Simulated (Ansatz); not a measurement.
**C₂H₅Te radical: basis-set convergence**

One table from this session's results is given with a row withheld; the runs are named, their logs left out.

Computed with Ansatz 0.2.0, Gaussian basis. Level: one geometry, several basis sets.

The runs, in order: PBE0-D4/def2-SVP; ωB97M-V/def2-SVP; PBE0-D4/def2-QZVPP; ωB97M-V/def2-QZVPP; the functionals' def2-TZVPP values are taken from earlier runs.

1 further run of the same task is left out (for a known fault of the program).

## Structure used throughout

The geometry comes from an earlier relaxation with PBE0-D4 in a triple-zeta def2 set; it is a stationary point, not always the lowest conformer. Te takes the def2 core potential; no spin-orbit term is included.

SMILES `[CH2][Te]C`, 8 atoms, charge 0, spin multiplicity 2.

Atoms are counted from 1 here; the program's logs count them from 0.

Bond lengths: C1–Te2 2.028 Å, C1–H4 1.081 Å, C1–H5 1.081 Å, Te2–C3 2.133 Å, C3–H6 1.089 Å, C3–H7 1.088 Å, C3–H8 1.088 Å. Angles: Te2–C1–H4 120.5°, Te2–C1–H5 119.3°, H4–C1–H5 120.2°, C1–Te2–C3 95.8°, Te2–C3–H6 107.6°, Te2–C3–H7 109.2°, Te2–C3–H8 109.2°, H6–C3–H7 109.9°, H6–C3–H8 109.9°, H7–C3–H8 110.9°.

Set-up of the first run:

in.yaml reads:

```yaml
crystal:
  periodic: [false, false, false]
  atoms:
    - {symbol: C, position_ang: [-0.765482, 0.931452, -1.235648]}
    - {symbol: Te, position_ang: [0.322058, 1.303101, 0.434855]}
    - {symbol: C, position_ang: [0.619674, -0.743309, 0.955821]}
    - {symbol: H, position_ang: [-0.974193, -0.084852, -1.539551]}
    - {symbol: H, position_ang: [-1.133141, 1.761019, -1.822297]}
    - {symbol: H, position_ang: [1.209694, -0.767681, 1.870691]}
    - {symbol: H, position_ang: [1.159654, -1.242609, 0.154195]}
    - {symbol: H, position_ang: [-0.346164, -1.214119, 1.126035]}
basis:
  gaussian: {orbitals: def2-SVP}
magnetization: {spin_polarized: true, initial_magnetization: 1}
hamiltonian: {xc: pbe0, dispersion: d4}
output: {orbitals: {seedname: orbitals}}
```

On the command line:

```sh
> ansatz run in.yaml --threads 4 --pin off --events-out ev --progress --plain --max-ram 10444MiB
```

Steps of the session up to this table: PBE0-D4 in def2-SVP; ωB97M-V in def2-SVP; PBE0-D4 in def2-QZVPP; ωB97M-V in def2-QZVPP.

One table of the session follows, with a row left open; its other results are not shown here.

It belongs to the step «Density functionals: the series». 

| functional | basis | HOMO (eV) |
| --- | --- | --- |
| PBE0-D4 | def2-SVP | -4.84 |
| PBE0-D4 | def2-TZVPP | -4.95 |
| PBE0-D4 | def2-QZVPP | -4.98 |
| ωB97M-V | def2-SVP | -6.81 |
| ωB97M-V | def2-TZVPP | -6.93 |
| ωB97M-V | def2-QZVPP | ? |

**Question.** Estimate the row for ωB97M-V, def2-QZVPP.

**Answer.** HOMO (eV): -6.96. In the column «HOMO (eV)» it is the lowest.
